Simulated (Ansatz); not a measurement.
# C3H6BN: single point in a Gaussian basis from a Python script

Aim: a single point in a Gaussian basis, for C3H6BN, run from a script. SMILES: BN=C1CC1.

All numbers are computed with the Python package of Ansatz 0.2.0. Level of theory: r2SCAN/6-31G*.

## 1. Starting point

Bond lengths: B1–N2 1.441 Å, N2–C3 1.268 Å, C3–C4 1.499 Å, C3–C5 1.552 Å, C4–C5 1.373 Å, B1–H6 1.200 Å, B1–H7 1.225 Å, C4–H8 1.134 Å, C4–H9 1.158 Å, C5–H10 1.136 Å, C5–H11 1.078 Å. Angles (14 of 19 angles, heavy atoms first): B1–N2–C3 119.2°, N2–C3–C4 156.4°, N2–C3–C5 149.9°, C4–C3–C5 53.5°, C3–C4–C5 65.2°, C3–C5–C4 61.3°, N2–B1–H6 125.0°, N2–B1–H7 120.4°, C3–C4–H8 108.8°, C3–C4–H9 114.7°, C5–C4–H8 115.5°, C5–C4–H9 121.8°, C3–C5–H10 112.6°, C3–C5–H11 113.1°.

The script holds or builds the structure itself.

## 2. The code

Contents of energy_c3h6bn.py:

```python
"""Electronic structure of the C3H6BN molecule."""

import ansatz as az
import numpy as np

geometry_ang = [
    ("B", (-0.941, 1.7992, -0.9398)),
    ("N", (0.256, 0.9986, -0.9904)),
    ("C", (0.3531, -0.017, -0.2376)),
    ("C", (-0.0499, -0.9604, 0.8554)),
    ("C", (1.1717, -1.2263, 0.2878)),
    ("H", (-1.8752, 1.5939, -0.2152)),
    ("H", (-1.0608, 2.7825, -1.6608)),
    ("H", (-0.9098, -1.601, 0.486)),
    ("H", (-0.1434, -0.4753, 1.9024)),
    ("H", (2.0389, -0.9122, 0.9514)),
    ("H", (1.2256, -2.039, -0.4187)),
]
c3h6bn = az.Crystal.molecule()
for symbol, xyz in geometry_ang:
    c3h6bn = c3h6bn.atom(symbol, xyz)

calculation = (
    c3h6bn.calculation()
    .basis(gaussian="6-31G*")
    .functional("r2SCAN")
    .forces()
)
print(calculation.to_yaml())
trace = []
out = calculation.session().plan().execute(on_event=trace.append)
data = out.report
for event in trace:
    if event["event"] == "mean_field_evaluation" and event["data"]["evaluation"] <= 25:
        print("pass {evaluation:3d}  E = {energy_ev:.6f} eV  gradient {gradient_ev:.1e}".format(**event["data"]))

for key in ("converged", "free_energy_ev", "reference_energy_ev", "n_frozen", "n_occupied", "n_virtual"):
    print(f"{key:22s} {data[key]}")

state = data["mean_field"]["state"]
print(f"mean field: {state['energy']['hartree']:.7f} Ha, <S^2> = {abs(state['spin_squared']):.4f}, stability: {state.get('stability', {}).get('kind')}")

symbols = [site.symbol for site in c3h6bn.cartesian_sites]
print("forces (eV/A)")
for symbol, f in zip(symbols, data["forces_ev_ang"]):
    print(f"  {symbol:2s} {f[0]:9.4f} {f[1]:9.4f} {f[2]:9.4f}")

charges = data["charge_distribution"]
dipole = np.array(charges["dipole_moment_e_ang"]) * 4.803205
print("dipole (D): {:.3f} {:.3f} {:.3f}, length {:.3f}".format(*dipole, np.linalg.norm(dipole)))
print("atom  Mulliken   Lowdin")
for symbol, m, l in zip(symbols, charges["mulliken_charges_e"], charges["lowdin_charges_e"]):
    print(f"{symbol:4s} {m:9.3f} {l:8.3f}")
```

## 3. Running it

The run is started by

```
$ python energy_c3h6bn.py
```

Standard output:

```text
crystal:
  periodic: [false, false, false]
  atoms:
    - { symbol: B, position_ang: [-0.941, 1.7992, -0.9398] }
    - { symbol: "N", position_ang: [0.256, 0.9986, -0.9904] }
    - { symbol: C, position_ang: [0.3531, -0.017, -0.2376] }
    - { symbol: C, position_ang: [-0.0499, -0.9604, 0.8554] }
    - { symbol: C, position_ang: [1.1717, -1.2263, 0.2878] }
    - { symbol: H, position_ang: [-1.8752, 1.5939, -0.2152] }
    - { symbol: H, position_ang: [-1.0608, 2.7825, -1.6608] }
    - { symbol: H, position_ang: [-0.9098, -1.601, 0.486] }
    - { symbol: H, position_ang: [-0.1434, -0.4753, 1.9024] }
    - { symbol: H, position_ang: [2.0389, -0.9122, 0.9514] }
    - { symbol: H, position_ang: [1.2256, -2.039, -0.4187] }
basis:
  gaussian:
    orbitals: "6-31G*"
hamiltonian:
  xc: r2scan
output:
  forces: true
pass   1  E = -5361.493610 eV  gradient 5.6e+01
pass   2  E = -5333.631541 eV  gradient 1.0e+02
pass   3  E = -5365.922735 eV  gradient 3.4e+01
pass   4  E = -5368.222883 eV  gradient 9.4e+00
pass   5  E = -5368.280424 eV  gradient 8.9e+00
pass   6  E = -5368.473651 eV  gradient 1.5e+00
pass   7  E = -5368.477459 eV  gradient 7.3e-01
pass   8  E = -5368.478770 eV  gradient 7.5e-02
pass   9  E = -5368.392953 eV  gradient 4.7e-01
pass  10  E = -5368.393406 eV  gradient 4.5e-02
pass  11  E = -5368.393409 eV  gradient 2.4e-02
pass  12  E = -5368.393410 eV  gradient 9.3e-03
pass  13  E = -5368.393410 eV  gradient 7.8e-04
pass  14  E = -5368.393406 eV  gradient 4.7e-03
pass  15  E = -5368.393406 eV  gradient 2.2e-04
pass  16  E = -5368.393406 eV  gradient 5.5e-05
pass  17  E = -5368.393406 eV  gradient 5.5e-05
converged              True
free_energy_ev         -5368.393413164168
reference_energy_ev    -5368.393413164168
n_frozen               0
n_occupied             [18, 18]
n_virtual              [69, 69]
mean field: -197.2848191 Ha, <S^2> = 0.0000, stability: minimum
forces (eV/A)
  B    -0.5260    0.8615   -0.2499
  N     0.4443   -0.0806   -0.4612
  C     0.9646   -2.1474    2.0438
  C    -7.4216    2.4521    2.2653
  C     5.4753    1.7325   -2.3471
  H    -0.0461   -0.3434    0.2286
  H     0.3144   -0.4561    0.1789
  H     0.5925    0.5768    1.1392
  H    -0.0998   -1.2022   -1.5347
  H    -0.4414   -0.8670   -1.3351
  H     0.7437   -0.5262    0.0721
dipole (D): 0.058 -2.268 1.823, length 2.910
atom  Mulliken   Lowdin
B        0.148   -0.108
N       -0.462   -0.010
C        0.359    0.022
C       -0.390   -0.275
C       -0.399   -0.277
H       -0.042   -0.006
H       -0.037   -0.003
H        0.201    0.164
H        0.202    0.163
H        0.205    0.167
H        0.214    0.163
```

Run time: 5.2 s. Hardware: 1 thread of Arm Neoverse V1, shared host; peak memory 0.2 GiB.

Lines on the test bed's own set-up are left out of the output.

## 4. Size and end state of the run

The report of the run holds:

```csv
item,value
SCF cycles in all,17
orbitals,87
total energy (eV),-5368.39341
```

## 5. The same input on the command line

The engine's input of that run, saved to a file, gives the whole log.

Contents of input.yaml:

```yaml
crystal:
  periodic: [false, false, false]
  atoms:
    - { symbol: B, position_ang: [-0.941, 1.7992, -0.9398] }
    - { symbol: "N", position_ang: [0.256, 0.9986, -0.9904] }
    - { symbol: C, position_ang: [0.3531, -0.017, -0.2376] }
    - { symbol: C, position_ang: [-0.0499, -0.9604, 0.8554] }
    - { symbol: C, position_ang: [1.1717, -1.2263, 0.2878] }
    - { symbol: H, position_ang: [-1.8752, 1.5939, -0.2152] }
    - { symbol: H, position_ang: [-1.0608, 2.7825, -1.6608] }
    - { symbol: H, position_ang: [-0.9098, -1.601, 0.486] }
    - { symbol: H, position_ang: [-0.1434, -0.4753, 1.9024] }
    - { symbol: H, position_ang: [2.0389, -0.9122, 0.9514] }
    - { symbol: H, position_ang: [1.2256, -2.039, -0.4187] }
basis:
  gaussian: { orbitals: "6-31G*" }
hamiltonian:
  xc: r2scan
output:
  forces: true
```

The run is started by

```
$ ansatz run input.yaml --threads 1 --pin off --max-ram 4096MiB --backend cpu --events-out ev --progress --plain --runs-dir out
```

Standard output, shortened:

```text
Warning: RAYON_NUM_THREADS=1 ignored (pool sized by the plan → 1); use --threads N
[...]
Functional definition: r2SCAN
[...]
1078 factors; their error is unknown
[...]
mean field -5368.39340616 eV, -197.2848188488 hartree, gradient 5.5e-5 eV, S^2 0.000000; 0 other end points of the search recorded, 0 dependent functions left out
[...]
reference -5368.39341316 eV, -197.2848191060 hartree; 18, 18 occupied and 69, 69 virtual orbitals, 1078 factors
Total energy: -5368.39341316 eV, -197.2848191060 hartree
Atom 0 at    -0.941000     1.799200    -0.939800 Å, force    -0.525951     0.861457    -0.249860 eV/Å
Atom 1 at     0.256000     0.998600    -0.990400 Å, force     0.444343    -0.080594    -0.461211 eV/Å
Atom 2 at     0.353100    -0.017000    -0.237600 Å, force     0.964585    -2.147424     2.043789 eV/Å
Atom 3 at    -0.049900    -0.960400     0.855400 Å, force    -7.421581     2.452073     2.265274 eV/Å
Atom 4 at     1.171700    -1.226300     0.287800 Å, force     5.475295     1.732456    -2.347072 eV/Å
Atom 5 at    -1.875200     1.593900    -0.215200 Å, force    -0.046123    -0.343358     0.228605 eV/Å
Atom 6 at    -1.060800     2.782500    -1.660800 Å, force     0.314387    -0.456050     0.178941 eV/Å
Atom 7 at    -0.909800    -1.601000     0.486000 Å, force     0.592515     0.576845     1.139211 eV/Å
Atom 8 at    -0.143400    -0.475300     1.902400 Å, force    -0.099770    -1.202236    -1.534691 eV/Å
Atom 9 at     2.038900    -0.912200     0.951400 Å, force    -0.441400    -0.866998    -1.335056 eV/Å
Atom 10 at     1.225600    -2.039000    -0.418700 Å, force     0.743700    -0.526172     0.072070 eV/Å
Dipole moment:     0.012027    -0.472092     0.379546 e Å
```

Run time: 4.7 s. Hardware: 1 thread of Arm Neoverse V1, shared host; peak memory 0.13 GiB.

Script and command line differ by 0.000 meV in the energy.

## 6. Summary of results

| quantity | value |
| --- | --- |
| total energy | -5368.3934 eV |
| largest force | 8.138 eV/Å |
| dipole moment | 2.91 D |

In words: Forces reach 8.14 eV/Å, so the atoms aren't at rest. Notes:
- The geometry is a force-field or estimated start, not a minimum of this method, and the basis set is short of its limit.
- The Löwdin charges here are taken after orthogonalising the functions within each atom; they differ from plain Löwdin charges, and their signs can be unphysical.
- Early passes use coarser integrals and grids, so their energies can't be compared with the last.
